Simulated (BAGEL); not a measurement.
# [SiF3]− (SMILES F[Si-](F)F): HF/6-31G(d) (density fitting with qzvpp-jkfit, spherical functions)

What is the energy change on altering one bond length of [SiF3]− at HF/6-31G* (density fitting with qzvpp-jkfit, spherical functions)? 

Program for the calculation: BAGEL 1.2.2.

1 further run of the same task is left out (set aside as unsound or not needed).

### Step 1. The structure to begin with

The species is [SiF3]− (4 atoms), meant as a singlet with charge -1. SMILES: `F[Si-](F)F`. Geometry: relaxed at GFN2-xTB.

Bond lengths: Si1–F2 1.693 Å, Si1–F3 1.696 Å, Si1–F4 1.697 Å. Angles: F2–Si1–F3 93.7°, F2–Si1–F4 93.6°, F3–Si1–F4 93.7°.

### Step 2. The energy at HF/6-31G(d) (density fitting with qzvpp-jkfit, spherical functions)

calc.json

```json
{ "bagel" : [

{
  "title" : "molecule",
  "basis" : "6-31gs.json",
  "df_basis" : "qzvpp-jkfit",
  "angstrom" : "true",
  "geometry" : [
    { "atom" : "Si", "xyz" : [   -0.004470,    0.005770,    0.685050 ] },
    { "atom" : "F", "xyz" : [    1.428310,   -0.030960,   -0.216950 ] },
    { "atom" : "F", "xyz" : [   -0.687310,    1.250250,   -0.242810 ] },
    { "atom" : "F", "xyz" : [   -0.736530,   -1.225060,   -0.225300 ] }
  ]
},
{
  "title" : "hf",
  "charge" : -1
},
{
  "title" : "print",
  "file" : "orbitals.molden",
  "orbitals" : "true"
}

]}
```

The basis set 6-31G* is read from a file made from the Basis Set Exchange's data (not shown).

Command:

```sh
BAGEL_NUM_THREADS=1 BAGEL calc.json > calc.out
```

What it wrote:

```text
* using 1 threads per process

  ===============================================================
  ===============================================================

  *** Geometry ***

  { "atom" : "Si", "xyz" : [     -0.008447,      0.010904,      1.294557 ] },
  { "atom" : "F", "xyz" : [      2.699115,     -0.058506,     -0.409976 ] },
  { "atom" : "F", "xyz" : [     -1.298828,      2.362630,     -0.458844 ] },
  { "atom" : "F", "xyz" : [     -1.391840,     -2.315028,     -0.425755 ] },

  Number of auxiliary basis functions:      359

  Since a DF basis is specified, we compute 2- and 3-index integrals:
    o Being stored without compression. Storage requirement is 0.010 GB

  Number of basis functions:       60
  Number of electrons      :       41

    * METHOD: MOLECULE                             0.09

  *** RHF ***

  === Nuclear Repulsion ===
   169.9611639501

      * DIIS with orbital gradients will be used.

  === RHF iteration (6-31gs.json) ===
      0       -587.07312185          0.03224726           0.02
      1       -587.28444034          0.02124610           0.02
      2       -587.40631003          0.00132008           0.02
      3       -587.40784963          0.00027962           0.02
      4       -587.40791447          0.00009632           0.02
      5       -587.40792319          0.00001652           0.02
      6       -587.40792337          0.00000384           0.02
      7       -587.40792338          0.00000188           0.02
      8       -587.40792338          0.00000032           0.02
      9       -587.40792338          0.00000011           0.02
     10       -587.40792338          0.00000003           0.02
     11       -587.40792338          0.00000001           0.02
    * SCF iteration converged.

    * Permanent dipole moment:
           (   -0.005496,    -0.001843,     0.044079) a.u.

    * METHOD: HF                                   0.29

    * METHOD: PRINT                                0.01

  ===============================================================
```

It took 0.5 s on 1 thread of Arm Neoverse V2, shared host.

### Step 3. The distorted shape

job.json

```json
{ "bagel" : [

{
  "title" : "molecule",
  "basis" : "6-31gs.json",
  "df_basis" : "qzvpp-jkfit",
  "angstrom" : "true",
  "geometry" : [
    { "atom" : "Si", "xyz" : [      -0.720867,       0.024135,       1.136054 ] },
    { "atom" : "F", "xyz" : [       1.428310,      -0.030960,      -0.216950 ] },
    { "atom" : "F", "xyz" : [      -1.403707,       1.268615,       0.208194 ] },
    { "atom" : "F", "xyz" : [      -1.452927,      -1.206695,       0.225704 ] }
  ]
},

{ "title" : "hf", "charge" : -1 },

{ "title" : "print", "file" : "orbitals.molden", "orbitals" : "true" }

]}
```

The basis set 6-31G* is read from a file made from the Basis Set Exchange's data (not shown).

Command:

```sh
BAGEL_NUM_THREADS=1 BAGEL job.json > job.out
```

What it wrote:

```text
* using 1 threads per process

  ===============================================================
  ===============================================================

  *** Geometry ***

  { "atom" : "Si", "xyz" : [     -1.362241,      0.045609,      2.146831 ] },
  { "atom" : "F", "xyz" : [      2.699115,     -0.058506,     -0.409976 ] },
  { "atom" : "F", "xyz" : [     -2.652622,      2.397335,      0.393430 ] },
  { "atom" : "F", "xyz" : [     -2.745634,     -2.280323,      0.426519 ] },

  Number of auxiliary basis functions:      359

  Since a DF basis is specified, we compute 2- and 3-index integrals:
    o Being stored without compression. Storage requirement is 0.010 GB

  Number of basis functions:       60
  Number of electrons      :       41

    * METHOD: MOLECULE                             0.09

  *** RHF ***

  === Nuclear Repulsion ===
   149.4369268309

      * DIIS with orbital gradients will be used.

  === RHF iteration (6-31gs.json) ===
      0       -586.89722963          0.03438262           0.02
      1       -587.11734645          0.02549420           0.02
      2       -587.30943366          0.00176234           0.02
      3       -587.31146109          0.00087219           0.02
      4       -587.31187274          0.00025346           0.02
      5       -587.31193852          0.00007502           0.02
      6       -587.31194488          0.00001912           0.02
      7       -587.31194522          0.00000371           0.02
      8       -587.31194523          0.00000134           0.02
      9       -587.31194524          0.00000038           0.02
     10       -587.31194524          0.00000014           0.02
     11       -587.31194524          0.00000004           0.02
     12       -587.31194524          0.00000001           0.02
     13       -587.31194524          0.00000000           0.02
    * SCF iteration converged.

    * Permanent dipole moment:
           (    1.720928,    -0.045990,    -1.079935) a.u.

    * METHOD: HF                                   0.33

    * METHOD: PRINT                                0.01

  ===============================================================
```

Run time: 0.56 s. Hardware: 1 thread of Arm Neoverse V2, shared host.

### Step 4. Summary of results

Level: HF/6-31G* (density fitting with qzvpp-jkfit, spherical functions).

| quantity | value |
| --- | --- |
| first shape: total energy | -587.40792 Eh |
| first shape: HOMO energy | -3.22 eV |
| first shape: LUMO energy | 9.84 eV |
| first shape: HOMO–LUMO gap (to an unbound level, set by the basis) | 13.05 eV |
| distorted shape: total energy | -587.31195 Eh |
| distorted shape: HOMO energy | -4.83 eV |
| distorted shape: LUMO energy | 7.66 eV |
| distorted shape: HOMO–LUMO gap (to an unbound level, set by the basis) | 12.50 eV |
| energy change with the Si1–F2 bond stretched from 1.693 to 2.540 Å | 2.612 eV |

What this shows: With the Si1–F2 bond stretched from 1.693 to 2.540 Å the energy rises by 2.61 eV (252 kJ/mol). The first shape isn't relaxed at this level, so the change isn't measured from a minimum.
